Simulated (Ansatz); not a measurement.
What does this script print? It uses Ansatz 0.2.0 through its Python package.

Input file `input.yaml`:
```yaml
crystal:
  lattice:
    - [7.936507, -1.817094, 0.0]
    - [7.936507, 1.817094, 0.0]
    - [-0.118929, 0.0, 6.720714]
  atoms:
    - { symbol: Mg, position: [0.829672, 0.829672, 0.01402] }
    - { symbol: Mg, position: [0.170328, 0.170328, 0.98598] }
    - { symbol: Al, position: [0.071541, 0.071541, 0.385636] }
    - { symbol: Al, position: [0.928459, 0.928459, 0.614364] }
    - { symbol: Al, position: [0.0, 0.0, 0.0] }
    - { symbol: Si, position: [0.305838, 0.305838, 0.343763] }
    - { symbol: Si, position: [0.694162, 0.694162, 0.656237] }
    - { symbol: Si, position: [0.453932, 0.453932, 0.257593] }
    - { symbol: Si, position: [0.546068, 0.546068, 0.742407] }
    - { symbol: Si, position: [0.700644, 0.700644, 0.295918] }
    - { symbol: Si, position: [0.299356, 0.299356, 0.704082] }
kpoints:
  mp_grid: { kspacing: 0.3 }
hamiltonian:
  xc: lda
scf:
  occupations: { method: fermi_dirac, width: 0.15 }
output:
  forces: true
```

`convert_mg2al3si6.py`:
```python
"""Turn an input file for Mg2Al3Si6 into a chain of calls."""

import ansatz as az

calc = az.Calculation.from_yaml("input.yaml")
print(calc.to_python())
```

```console
$ python convert_mg2al3si6.py
(
    az.Lattice.of(((7.936507, -1.817094, 0.0), (7.936507, 1.817094, 0.0), (-0.118929, 0.0, 6.720714)))
    .atom("Mg", (0.829672, 0.829672, 0.01402))
    .atom("Mg", (0.170328, 0.170328, 0.98598))
    .atom("Al", (0.071541, 0.071541, 0.385636))
    .atom("Al", (0.928459, 0.928459, 0.614364))
    .atom("Al", (0.0, 0.0, 0.0))
    .atom("Si", (0.305838, 0.305838, 0.343763))
    .atom("Si", (0.694162, 0.694162, 0.656237))
    .atom("Si", (0.453932, 0.453932, 0.257593))
    .atom("Si", (0.546068, 0.546068, 0.742407))
    .atom("Si", (0.700644, 0.700644, 0.295918))
    .atom("Si", (0.299356, 0.299356, 0.704082))
    .calculation()
    .kpoints(spacing=0.3)
    .functional("lda")
    .occupations(method="fermi_dirac", width=0.15)
    .forces()
)
```

The input is only written out: it wasn't run, and its settings aren't tested. The structure comes from a database and needn't be a stable phase.
